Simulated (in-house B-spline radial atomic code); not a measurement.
**Ir¹⁰⁺: binding energies from hole states**

How tightly is each shell of Ir¹⁰⁺ bound, and how much do the other electrons relax when one leaves?

The numbers are computed with in-house B-spline radial atomic code version 1 (Dirac-Hartree-Fock, average of configuration, Fermi nucleus, basis-set limit), except any that are marked as measured or tabulated.

**1. The system**

* element: iridium (Z = 77)
* charge: +10
* electrons: 67
* configuration: [Kr] 4d10 4f14 5s2 5p5
* Hamiltonian: Dirac-Coulomb
* nucleus: Fermi, rms radius 5.403 fm

The outer shells:

[Kr] 4d10 4f14 5s2 5p5
```
[Kr] core
4d [↑↓][↑↓][↑↓][↑↓][↑↓]
4f [↑↓][↑↓][↑↓][↑↓][↑↓][↑↓][↑↓]
5s [↑↓]
5p [↑↓][↑↓][↑ ]
```

The boxes draw the filling by Hund's rule, which heavy ions in jj coupling don't follow; these runs average over all states of the configuration.

Input settings:

```ini
Z = 77
electrons = 67.0
configuration = [Kr] 4d10 4f14 5s2 5p5
hamiltonian = dirac
method = hf
spin_polarised = False
nucleus = fermi
rms_radius = 5.4032
mass_number = 193
atomic_mass = 192.962923753
speed_of_light = 137.035999084
```

This reference run was done before. Its total energy is -17819.922055 hartree, and its levels are (the highest eight at most):

```csv
orbital,occupation,energy (eV),<r> (bohr)
4p3/2,4,-691.00,0.4592
4d3/2,4,-504.77,0.4707
4d5/2,6,-488.42,0.4815
5s1/2,2,-270.57,0.9448
4f5/2,6,-249.92,0.5161
4f7/2,8,-246.61,0.5227
5p1/2,1.66667,-230.12,1.000
5p3/2,3.33333,-213.42,1.067
```

**2. The 3p3/2 hole**

In configurations, a minus sign after the shell means j = l − 1/2 and a plus sign j = l + 1/2; the count of electrons follows.

Settings: those of step 1 with these lines changed.

```diff
@@ -1,4 +1,4 @@
 Z = 77
-electrons = 67.0
-configuration = [Kr] 4d10 4f14 5s2 5p5
+electrons = 66.0
+configuration = 1s2 2s2 2p6 3s2 3p-2 3p+3 3d10 4s2 4p6 4d10 4f14 5s2 5p5
 hamiltonian = dirac
```

From the run's result record (rounded, not every field):

```text
{
  "status": "converged",
  "scf [iteration, energy, orbital gradient]": [
    [1, -17643.9585252, 1.67],
    [2, -17686.3193698, 2.17],
    [3, -17717.2843417, 0.383],
    [4, -17718.853014, 0.124],
    [5, -17718.9242743, 0.0419],
    [6, -17718.9388494, 0.0191],
    [7, -17718.9411277, 0.00101],
    [8, -17718.941133, 0.000172],
    [9, -17718.9411332, 6.82e-06],
    [10, -17718.9411332, 1.98e-07]
  ],
  "energy [hartree]": {"total": -17718.9411332, "kinetic": 20189.0074657, "nuclear": -43963.6494796, "coulomb": 6383.03670171, "exact_exchange": -327.33582106},
  "breit [hartree]": {"gaunt": 21.87349, "retardation": -2.304087, "frequency_dependence": -0.3926111},
  "qed [hartree]": {"self_energy": 16.3235, "uehling": -3.212507, "wichmann_kroll": 0.1352834},
  "recoil [hartree]": 0.03086902,
  "total_with_corrections [hartree]": -17686.4871948,
  "orbitals [hartree, bohr; first row names the columns]": [
    ["name", "occ", "eps", "<r>"],
    ["1s1/2", 2.0, -2825.9637, 0.017438],
    ["2s1/2", 2.0, -507.58042, 0.072875],
    ["2p1/2", 2.0, -485.82159, 0.060201],
    ["2p3/2", 4.0, -425.66859, 0.068522],
    ["3s1/2", 2.0, -127.31687, 0.18898],
    ["3p1/2", 2.0, -117.89784, 0.17932],
    ["3p3/2", 3.0, -104.53544, 0.1953],
    ["3d3/2", 4.0, -88.610373, 0.16969],
    ["3d5/2", 6.0, -85.576137, 0.17425],
    ["4s1/2", 2.0, -34.385018, 0.41978],
    ["4p1/2", 2.0, -30.232222, 0.42331],
    ["4p3/2", 4.0, -26.935365, 0.45406],
    ["4d3/2", 4.0, -20.122039, 0.4633],
    ["4d5/2", 6.0, -19.492436, 0.47398],
    ["4f5/2", 6.0, -10.695731, 0.49602],
    ["4f7/2", 8.0, -10.545274, 0.50288],
    ["5s1/2", 2.0, -10.966578, 0.92451],
    ["5p1/2", 1.6667, -9.4426698, 0.9742],
    ["5p3/2", 3.3333, -8.7822286, 1.0375]
  ],
  "sum_r [bohr^k]": {"-1": 570.9947, "1": 25.75149, "2": 16.82827},
  "energy_minus_base [hartree]": 100.980922,
  "energy_minus_base_with_corrections [hartree]": 100.772125
}
```

Wall time 1.3 s (1 thread, shared host).

energy_minus_base is the energy less that of the reference run.

**3. The 3d3/2 hole**

Settings: those of step 2 with these lines changed.

```diff
@@ -2,3 +2,3 @@
 electrons = 66.0
-configuration = 1s2 2s2 2p6 3s2 3p-2 3p+3 3d10 4s2 4p6 4d10 4f14 5s2 5p5
+configuration = 1s2 2s2 2p6 3s2 3p6 3d-3 3d+6 4s2 4p6 4d10 4f14 5s2 5p5
 hamiltonian = dirac
```

Results of the run:

```text
{
  "status": "converged",
  "scf [iteration, energy, orbital gradient]": [
    [1, -17659.7588262, 1.67],
    [2, -17702.1768876, 1.97],
    [3, -17733.4826973, 0.367],
    [4, -17735.0668752, 0.124],
    [5, -17735.1375977, 0.0399],
    [6, -17735.1524916, 0.0163],
    [7, -17735.1546108, 0.000971],
    [8, -17735.1546168, 0.000162],
    [9, -17735.154617, 4.6e-06],
    [10, -17735.154617, 1.07e-07]
  ],
  "energy [hartree]": {"total": -17735.154617, "kinetic": 20206.8337279, "nuclear": -43988.7549034, "coulomb": 6374.75003739, "exact_exchange": -327.983478872},
  "breit [hartree]": {"gaunt": 21.95415, "retardation": -2.327243, "frequency_dependence": -0.4106542},
  "qed [hartree]": {"self_energy": 16.35671, "uehling": -3.212696, "wichmann_kroll": 0.1353019},
  "recoil [hartree]": 0.03104774,
  "total_with_corrections [hartree]": -17702.6280066,
  "orbitals [hartree, bohr; first row names the columns]": [
    ["name", "occ", "eps", "<r>"],
    ["1s1/2", 2.0, -2825.8461, 0.017439],
    ["2s1/2", 2.0, -508.03182, 0.072877],
    ["2p1/2", 2.0, -486.01754, 0.060192],
    ["2p3/2", 4.0, -426.23141, 0.068468],
    ["3s1/2", 2.0, -127.80682, 0.1888],
    ["3p1/2", 2.0, -117.86888, 0.17924],
    ["3p3/2", 4.0, -104.71895, 0.19412],
    ["3d3/2", 3.0, -88.89823, 0.17047],
    ["3d5/2", 6.0, -86.074626, 0.17397],
    ["4s1/2", 2.0, -34.421663, 0.41944],
    ["4p1/2", 2.0, -30.235746, 0.42316],
    ["4p3/2", 4.0, -26.991709, 0.45414],
    ["4d3/2", 4.0, -20.104842, 0.46251],
    ["4d5/2", 6.0, -19.530941, 0.47319],
    ["4f5/2", 6.0, -10.649496, 0.49749],
    ["4f7/2", 8.0, -10.566905, 0.5015],
    ["5s1/2", 2.0, -10.972808, 0.924],
    ["5p1/2", 1.6667, -9.4436972, 0.974],
    ["5p3/2", 3.3333, -8.7893452, 1.0366]
  ],
  "sum_r [bohr^k]": {"-1": 571.3207, "1": 25.75714, "2": 16.81538},
  "energy_minus_base [hartree]": 84.7674378,
  "energy_minus_base_with_corrections [hartree]": 84.6313133
}
```

It took 1.4 s on 1 thread, shared host.

Radial density 4πr²n(r) and radial functions P(r) = rR(r):

```csv
r (bohr),4πr²n,3d5/2,5p3/2
0.00162,19.05,0.0001,0.0035
0.00242,32.74,0.0003,0.0074
0.00364,53.32,0.0011,0.0154
0.00546,78.90,0.0035,0.0312
0.00820,102.2,0.0109,0.0610
0.0123,110.7,0.0327,0.1125
0.0185,101.6,0.0936,0.1905
0.0277,101.3,0.2467,0.2771
0.0416,130.8,0.5899,0.3087
0.0625,136.4,1.2143,0.1676
0.0938,107.4,2.0145,-0.1840
0.141,126.3,2.4721,-0.4399
0.211,92.55,1.9903,-0.0816
0.317,77.25,0.8883,0.5907
0.476,73.81,0.1804,0.3206
0.715,27.89,0.0139,-0.7980
1.07,10.94,0.0005,-1.1447
1.61,1.384,0.0000,-0.4968
2.42,0.01677,0.0000,-0.0608
3.63,6.719e-06,0.0000,-0.0013
```

Clear maxima of the radial density (full grid of the record): 0.012, 0.051, 0.14, 0.39 bohr.

**4. The 3d5/2 hole**

Settings: those of step 3 with these lines changed.

```diff
@@ -2,3 +2,3 @@
 electrons = 66.0
-configuration = 1s2 2s2 2p6 3s2 3p6 3d-3 3d+6 4s2 4p6 4d10 4f14 5s2 5p5
+configuration = 1s2 2s2 2p6 3s2 3p6 3d-4 3d+5 4s2 4p6 4d10 4f14 5s2 5p5
 hamiltonian = dirac
```

Results of the run:

```text
{
  "status": "converged",
  "scf [iteration, energy, orbital gradient]": [
    [1, -17662.6780722, 1.67],
    [2, -17705.0785318, 1.97],
    [3, -17736.3119888, 0.367],
    [4, -17737.8923412, 0.124],
    [5, -17737.9633009, 0.0398],
    [6, -17737.9780906, 0.0161],
    [7, -17737.980246, 0.000952],
    [8, -17737.9802518, 0.000162],
    [9, -17737.980252, 4.5e-06],
    [10, -17737.980252, 8.12e-08]
  ],
  "energy [hartree]": {"total": -17737.980252, "kinetic": 20215.3934149, "nuclear": -44002.315212, "coulomb": 6377.06924381, "exact_exchange": -328.127698697},
  "breit [hartree]": {"gaunt": 22.00698, "retardation": -2.327724, "frequency_dependence": -0.4088558},
  "qed [hartree]": {"self_energy": 16.34898, "uehling": -3.212597, "wichmann_kroll": 0.1352978},
  "recoil [hartree]": 0.03103734,
  "total_with_corrections [hartree]": -17705.4071345,
  "orbitals [hartree, bohr; first row names the columns]": [
    ["name", "occ", "eps", "<r>"],
    ["1s1/2", 2.0, -2825.6668, 0.017439],
    ["2s1/2", 2.0, -507.89845, 0.072882],
    ["2p1/2", 2.0, -486.06854, 0.060223],
    ["2p3/2", 4.0, -425.97363, 0.068457],
    ["3s1/2", 2.0, -127.76967, 0.18882],
    ["3p1/2", 2.0, -118.16833, 0.17918],
    ["3p3/2", 4.0, -104.53243, 0.19423],
    ["3d3/2", 4.0, -88.92326, 0.16944],
    ["3d5/2", 5.0, -85.981679, 0.17512],
    ["4s1/2", 2.0, -34.417482, 0.41949],
    ["4p1/2", 2.0, -30.255099, 0.42304],
    ["4p3/2", 4.0, -26.977559, 0.45431],
    ["4d3/2", 4.0, -20.150184, 0.46276],
    ["4d5/2", 6.0, -19.497395, 0.47282],
    ["4f5/2", 6.0, -10.70089, 0.49544],
    ["4f7/2", 8.0, -10.530653, 0.50315],
    ["5s1/2", 2.0, -10.972152, 0.92406],
    ["5p1/2", 1.6667, -9.4460271, 0.97381],
    ["5p3/2", 3.3333, -8.7871994, 1.0368]
  ],
  "sum_r [bohr^k]": {"-1": 571.4969, "1": 25.7564, "2": 16.8181},
  "energy_minus_base [hartree]": 81.9418028,
  "energy_minus_base_with_corrections [hartree]": 81.8521854
}
```

Run time: 1.3 s. Hardware: 1 thread, shared host.

**5. The 4s hole**

Settings: those of step 4 with these lines changed.

```diff
@@ -2,3 +2,3 @@
 electrons = 66.0
-configuration = 1s2 2s2 2p6 3s2 3p6 3d-4 3d+5 4s2 4p6 4d10 4f14 5s2 5p5
+configuration = 1s2 2s2 2p6 3s2 3p6 3d10 4s1 4p6 4d10 4f14 5s2 5p5
 hamiltonian = dirac
```

Results of the run:

```text
{
  "status": "converged",
  "scf [iteration, energy, orbital gradient]": [
    [1, -17717.7074377, 1.64],
    [2, -17757.8233168, 2.02],
    [3, -17785.9658143, 0.418],
    [4, -17787.3888535, 0.127],
    [5, -17787.456474, 0.0377],
    [6, -17787.4696601, 0.0153],
    [7, -17787.4717644, 0.000773],
    [8, -17787.4717683, 0.000157],
    [9, -17787.4717685, 4.7e-06],
    [10, -17787.4717685, 7.94e-08]
  ],
  "energy [hartree]": {"total": -17787.4717685, "kinetic": 20250.787483, "nuclear": -44136.2115742, "coulomb": 6428.67985497, "exact_exchange": -330.727532291},
  "breit [hartree]": {"gaunt": 22.07321, "retardation": -2.339688, "frequency_dependence": -0.4100551},
  "qed [hartree]": {"self_energy": 16.2892, "uehling": -3.200768, "wichmann_kroll": 0.1348142},
  "recoil [hartree]": 0.03081496,
  "total_with_corrections [hartree]": -17754.8942397,
  "orbitals [hartree, bohr; first row names the columns]": [
    ["name", "occ", "eps", "<r>"],
    ["1s1/2", 2.0, -2823.5688, 0.017439],
    ["2s1/2", 2.0, -505.70301, 0.072917],
    ["2p1/2", 2.0, -483.8164, 0.060237],
    ["2p3/2", 4.0, -423.86905, 0.068503],
    ["3s1/2", 2.0, -126.55348, 0.18962],
    ["3p1/2", 2.0, -116.83867, 0.1799],
    ["3p3/2", 4.0, -103.51238, 0.19498],
    ["3d3/2", 4.0, -87.440052, 0.17045],
    ["3d5/2", 6.0, -84.586322, 0.17509],
    ["4s1/2", 1.0, -34.273688, 0.42346],
    ["4p1/2", 2.0, -29.86208, 0.42592],
    ["4p3/2", 4.0, -26.649527, 0.45751],
    ["4d3/2", 4.0, -19.919916, 0.46709],
    ["4d5/2", 6.0, -19.309524, 0.47768],
    ["4f5/2", 6.0, -10.563614, 0.50348],
    ["4f7/2", 8.0, -10.436988, 0.50958],
    ["5s1/2", 2.0, -10.924697, 0.92614],
    ["5p1/2", 1.6667, -9.4174124, 0.97685],
    ["5p3/2", 3.3333, -8.759856, 1.0399]
  ],
  "sum_r [bohr^k]": {"-1": 573.2356, "1": 25.71055, "2": 16.89398},
  "energy_minus_base [hartree]": 32.4502863,
  "energy_minus_base_with_corrections [hartree]": 32.3650802
}
```

Wall time 1.3 s (1 thread, shared host).

**6. The 4p1/2 hole**

Settings: those of step 5 with these lines changed.

```diff
@@ -2,3 +2,3 @@
 electrons = 66.0
-configuration = 1s2 2s2 2p6 3s2 3p6 3d10 4s1 4p6 4d10 4f14 5s2 5p5
+configuration = 1s2 2s2 2p6 3s2 3p6 3d10 4s2 4p-1 4p+4 4d10 4f14 5s2 5p5
 hamiltonian = dirac
```

Results of the run:

```text
{
  "status": "converged",
  "scf [iteration, energy, orbital gradient]": [
    [1, -17722.0004448, 1.63],
    [2, -17762.090449, 1.86],
    [3, -17790.1309173, 0.353],
    [4, -17791.556254, 0.12],
    [5, -17791.6236823, 0.0378],
    [6, -17791.6369181, 0.0155],
    [7, -17791.6391045, 0.000813],
    [8, -17791.6391089, 0.00016],
    [9, -17791.6391091, 4.67e-06],
    [10, -17791.6391091, 6.36e-08]
  ],
  "energy [hartree]": {"total": -17791.6391091, "kinetic": 20256.2773653, "nuclear": -44145.367337, "coulomb": 6428.51528578, "exact_exchange": -331.064423184},
  "breit [hartree]": {"gaunt": 22.03799, "retardation": -2.334925, "frequency_dependence": -0.410331},
  "qed [hartree]": {"self_energy": 16.34035, "uehling": -3.210258, "wichmann_kroll": 0.1351908},
  "recoil [hartree]": 0.03094319,
  "total_with_corrections [hartree]": -17759.0501461,
  "orbitals [hartree, bohr; first row names the columns]": [
    ["name", "occ", "eps", "<r>"],
    ["1s1/2", 2.0, -2823.6545, 0.017438],
    ["2s1/2", 2.0, -505.76195, 0.072907],
    ["2p1/2", 2.0, -483.79999, 0.060243],
    ["2p3/2", 4.0, -423.90558, 0.0685],
    ["3s1/2", 2.0, -126.61384, 0.18942],
    ["3p1/2", 2.0, -116.7743, 0.18009],
    ["3p3/2", 4.0, -103.52857, 0.19498],
    ["3d3/2", 4.0, -87.423763, 0.17044],
    ["3d5/2", 6.0, -84.592995, 0.17508],
    ["4s1/2", 2.0, -34.032636, 0.42183],
    ["4p1/2", 1.0, -30.089338, 0.42805],
    ["4p3/2", 4.0, -26.769821, 0.45704],
    ["4d3/2", 4.0, -19.79621, 0.46777],
    ["4d5/2", 6.0, -19.347092, 0.47742],
    ["4f5/2", 6.0, -10.521685, 0.50423],
    ["4f7/2", 8.0, -10.448837, 0.50937],
    ["5s1/2", 2.0, -10.942671, 0.92662],
    ["5p1/2", 1.6667, -9.3977636, 0.97653],
    ["5p3/2", 3.3333, -8.7657016, 1.0395]
  ],
  "sum_r [bohr^k]": {"-1": 573.3547, "1": 25.70794, "2": 16.88951},
  "energy_minus_base [hartree]": 28.2829457,
  "energy_minus_base_with_corrections [hartree]": 28.2091738
}
```

It took 1.3 s on 1 thread, shared host.

**7. The 4p3/2 hole**

Settings: those of step 6 with these lines changed.

```diff
@@ -2,3 +2,3 @@
 electrons = 66.0
-configuration = 1s2 2s2 2p6 3s2 3p6 3d10 4s2 4p-1 4p+4 4d10 4f14 5s2 5p5
+configuration = 1s2 2s2 2p6 3s2 3p6 3d10 4s2 4p-2 4p+3 4d10 4f14 5s2 5p5
 hamiltonian = dirac
```

Results of the run:

```text
{
  "status": "converged",
  "scf [iteration, energy, orbital gradient]": [
    [1, -17725.9468064, 1.63],
    [2, -17765.5640534, 1.83],
    [3, -17793.3153119, 0.342],
    [4, -17794.7039211, 0.119],
    [5, -17794.7690174, 0.0368],
    [6, -17794.7815967, 0.0154],
    [7, -17794.783782, 0.000753],
    [8, -17794.783786, 0.000157],
    [9, -17794.7837862, 4.87e-06],
    [10, -17794.7837862, 5.17e-08]
  ],
  "energy [hartree]": {"total": -17794.7837862, "kinetic": 20267.4139566, "nuclear": -44163.0533236, "coulomb": 6432.13897992, "exact_exchange": -331.283399098},
  "breit [hartree]": {"gaunt": 22.07083, "retardation": -2.335218, "frequency_dependence": -0.4052068},
  "qed [hartree]": {"self_energy": 16.33806, "uehling": -3.211266, "wichmann_kroll": 0.1352391},
  "recoil [hartree]": 0.03089587,
  "total_with_corrections [hartree]": -17762.1604534,
  "orbitals [hartree, bohr; first row names the columns]": [
    ["name", "occ", "eps", "<r>"],
    ["1s1/2", 2.0, -2823.4734, 0.017439],
    ["2s1/2", 2.0, -505.65745, 0.072909],
    ["2p1/2", 2.0, -483.74768, 0.060236],
    ["2p3/2", 4.0, -423.77482, 0.068508],
    ["3s1/2", 2.0, -126.5333, 0.18946],
    ["3p1/2", 2.0, -116.77643, 0.1799],
    ["3p3/2", 4.0, -103.4145, 0.19521],
    ["3d3/2", 4.0, -87.364618, 0.17047],
    ["3d5/2", 6.0, -84.501136, 0.17511],
    ["4s1/2", 2.0, -34.005773, 0.42181],
    ["4p1/2", 2.0, -29.954597, 0.42588],
    ["4p3/2", 3.0, -26.758614, 0.46287],
    ["4d3/2", 4.0, -19.912986, 0.46731],
    ["4d5/2", 6.0, -19.226882, 0.47821],
    ["4f5/2", 6.0, -10.539017, 0.50447],
    ["4f7/2", 8.0, -10.388032, 0.51093],
    ["5s1/2", 2.0, -10.938278, 0.92707],
    ["5p1/2", 1.6667, -9.418833, 0.97693],
    ["5p3/2", 3.3333, -8.7619264, 1.0355]
  ],
  "sum_r [bohr^k]": {"-1": 573.5843, "1": 25.69793, "2": 16.8876},
  "energy_minus_base [hartree]": 25.1382687,
  "energy_minus_base_with_corrections [hartree]": 25.0988665
}
```

Run time: 1.3 s. Hardware: 1 thread, shared host.

**8. What the holes cost**

| hole | ΔSCF (eV) | with Breit, QED, recoil (eV) | −ε of the parent (eV) | −ε less ΔSCF (eV) |
| --- | --- | --- | --- | --- |
| 3p3/2 | 2747.83 | 2742.15 | 2772.59 | 24.75 |
| 3d3/2 | 2306.64 | 2302.94 | 2334.26 | 27.62 |
| 3d5/2 | 2229.75 | 2227.31 | 2256.72 | 26.97 |
| 4s | 883.02 | 880.70 | 891.21 | 8.19 |
| 4p1/2 | 769.62 | 767.61 | 777.70 | 8.09 |
| 4p3/2 | 684.05 | 682.97 | 691.00 | 6.95 |

Relaxation of the remaining electrons brings each binding energy under −ε, by 24.8 eV for 3p3/2 and 6.95 eV for 4p3/2. The spin-orbit splitting of the 3d hole is 75.62 eV with those corrections. Two partly filled shells share a symmetry and can mix in the average, which may lower the energy, in these hole states: 3p3/2; 4p1/2; 4p3/2. Values are for the free ion, measured from the vacuum level.
